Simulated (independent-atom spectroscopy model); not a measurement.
# Angle-resolved XPS of In2O3 on SiC

How does the ratio In 3d5/2 / C 1s change with emission angle for this film?

Program: independent-atom spectroscopy model, version 2. Model: angle-resolved photoelectron peak ratio of a uniform film on a substrate: exponential attenuation with lengths from TPP-2M (nominal gaps) and the elastic albedo, Dirac-Hartree-Slater cross sections, magic-angle geometry. All values are calculated.

### Step 1. The sample

0.47 nm of In2O3 (7.02 g/cm³) on SiC (3.21 g/cm³).

### Step 2. The run

Input values:

```json
{
  "film": "In2O3",
  "film_density": 7.02,
  "base": "SiC",
  "base_density": 3.21,
  "photon_energy": 1486.7,
  "film_peak": "In 3d5/2",
  "base_peak": "C 1s",
  "thickness": 0.47,
  "emission_angle": [0, 10, 20, 30, 40, 45, 50, 55]
}
```

Units: film_density in g/cm³, base_density in g/cm³, photon_energy in eV, thickness in nm, emission_angle in degrees.

What does the calculation give? Wanted: ratio at normal emission; ratio at 55°.

The runs gave:

| quantity | value |
| --- | --- |
| ratio at normal emission | 1.91 |
| ratio at 55° | 3.67 |
| attenuation length of the substrate peak in the film | 1.73 nm |
| thickness over that length | 0.27 |

The film is 0.27 attenuation lengths thick, so 76 % of the substrate's signal gets out at 0°. Tilting to 55° lengthens the path by 1/cos θ and raises the ratio 1.9-fold. Islands, roughness and grazing exit, where elastic scattering matters more, are outside the model.
